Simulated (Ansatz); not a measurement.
# AlRu: the cost of one run

Computed with Ansatz 0.2.0 (DFT PBE, scalar-relativistic, plane waves, PAW, unless a step's input says otherwise).

## 1. Starting point

Symmetry: Pm-3m, No. 221, cubic system. The conventional cell has a = 2.992 Å, b = 2.992 Å, c = 2.992 Å, α = 90.00°, β = 90.00°, γ = 90.00°. Al (site symmetry m-3m) is surrounded by 8 Ru at 2.59 Å. Ru (site symmetry m-3m) is surrounded by 8 Al at 2.59 Å.

Structure file:

```
Al Ru
1.0
     2.99160    0.00000    0.00000
     0.00000    2.99160    0.00000
     0.00000    0.00000    2.99160
Al Ru
1 1
Direct
  0.00000 0.00000 0.00000
  0.50000 0.50000 0.50000
```

The structure comes from the Crystallography Open Database.

## 2. Ground state at the listed geometry

File input.yaml:

```yaml
crystal:
  lattice:
    - [2.9916, 0.0, 0.0]
    - [0.0, 2.9916, 0.0]
    - [0.0, 0.0, 2.9916]
  atoms:
    - { symbol: Al, position: [0.0, 0.0, 0.0] }
    - { symbol: Ru, position: [0.5, 0.5, 0.5] }
basis:
  ecutwfc: 420
  fft_grid_basis: typed
kpoints:
  mp_grid: { grid: [12, 12, 12] }
hamiltonian:
  xc: pbe
scf:
  occupations: { method: gaussian, width: 0.05 }
output:
  forces: true
  stress: true
  eigenvalues: true
  bader: true
  write_density: true
  volumetric_format: npy
  elf: true
```

Launch:

```bash
> ansatz run input.yaml --threads 1 --pin off --max-ram 2560MiB --backend cpu --events-out ev --progress --plain --runs-dir out
```

**Question.** How long does this run take on 1 thread of Intel Xeon 6975P-C (Granite Rapids), shared host, and how much memory does it need?

About 8.8 s, with a peak of 0.36 GiB.
